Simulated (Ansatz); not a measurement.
# YSi2: response to strain

YSi2 is deformed so: zz strain of -2 %. What stress and forces result, by LAPW, PAW and all-electron datasets made for the crystal?

Computed with Ansatz 0.2.0 (DFT PBEsol, scalar-relativistic, unless a step's input says otherwise).

**1. The starting structure**

It takes space group P6/mmm (No. 191, hexagonal). Conventional cell: a = 3.830 Å, b = 3.830 Å, c = 4.140 Å, α = 90.00°, β = 90.00°, γ = 120.00°. Y (site symmetry 6/mmm) has 12 Si at 3.03 Å in its first shell of neighbours. Si (site symmetry -6m2) has 3 Si at 2.21 Å and 6 Y at 3.03 Å in its first shell of neighbours.

Structure file:

```xyz
3
Lattice="3.8300 0.0000 0.0000 -1.9150 3.3169 0.0000 0.0000 0.0000 4.1400" Properties=species:S:1:pos:R:3 pbc="T T T"
Y     0.0000    0.0000    0.0000
Si    0.0000    2.2113    2.0700
Si    1.9150    1.1056    2.0700
```

Atoms are numbered in the order of the input: Y1, Si2, Si3.

**2. The deformed structure**

Space group P6/mmm before, P6/mmm after.

**3. LAPW, all electrons**

Contents of input.yaml:

```yaml
crystal:
  lattice:
    - [3.8300011707, 0.0, 0.0]
    - [-1.9150005853, 3.3168783103, 0.0]
    - [0.0, 0.0, 4.0572]
  atoms:
    - { symbol: "Y", position: [0.0, 0.0, 0.0] }
    - { symbol: Si, position: [0.3333333333, 0.6666666667, 0.5] }
    - { symbol: Si, position: [0.6666666667, 0.3333333333, 0.5] }
kpoints:
  mp_grid: { grid: [12, 12, 10] }
  band_path:
    path:
      - [0.0, 0.0, 0.0]
      - [0.5, 0.0, 0.0]
      - [0.3333333333, 0.3333333333, 0.0]
      - [0.0, 0.0, 0.0]
      - [0.0, 0.0, 0.5]
      - [0.5, 0.0, 0.5]
      - [0.3333333333, 0.3333333333, 0.5]
      - [0.0, 0.0, 0.5]
      - [0.5, 0.0, 0.5]
    npoints: 5
scf:
  occupations: { method: fermi_dirac, width: 0.05 }
hamiltonian:
  xc: pbesol
  pseudopotentials: { kind: all_electron, lapw: { basis_error: 0.001 } }
output:
  forces: true
  stress: true
  eigenvalues: true
```

On the command line:

```bash
$ ansatz run input.yaml --threads 1 --pin off --max-ram 4096MiB --backend cpu --events-out ev --progress --plain --runs-dir out
```

**4. Frozen-core PAW**

Contents of input.yaml:

```yaml
crystal:
  lattice:
    - [3.8300011707, 0.0, 0.0]
    - [-1.9150005853, 3.3168783103, 0.0]
    - [0.0, 0.0, 4.0572]
  atoms:
    - { symbol: "Y", position: [0.0, 0.0, 0.0] }
    - { symbol: Si, position: [0.3333333333, 0.6666666667, 0.5] }
    - { symbol: Si, position: [0.6666666667, 0.3333333333, 0.5] }
kpoints:
  mp_grid: { grid: [12, 12, 10] }
scf:
  occupations: { method: fermi_dirac, width: 0.05 }
hamiltonian:
  xc: pbesol
  pseudopotentials: { kind: paw }
output:
  forces: true
  stress: true
  eigenvalues: true
  efg: { contact_densities: true }
```

**5. All-electron PAW on datasets made for the crystal**

input.yaml: that of step 4 with these lines changed.

```diff
@@ -15,3 +15,3 @@
   xc: pbesol
-  pseudopotentials: { kind: paw }
+  pseudopotentials: { kind: all_electron, datasets: crystal }
 output:
```

(Steps that only read results are left out.)

**Question.** What will these runs give? Wanted: pressure; largest shear or deviatoric stress.

As calculated:

| quantity | value |
| --- | --- |
| pressure | LAPW 11.40, PAW 11.45, crystal datasets 11.39 GPa |
| largest shear or deviatoric stress (LAPW) | 10.29 GPa |

The largest part of the stress beyond the pressure is 10.29 GPa in size, in the zz component; the atoms are carried along and not relaxed. No run of the undeformed cell stands beside it, so pressure and stress hold what the given cell had before the change, as far as its symmetry allows. PAW: stress within 0.09 GPa of LAPW. Crystal datasets: stress within 0.01 GPa of LAPW.
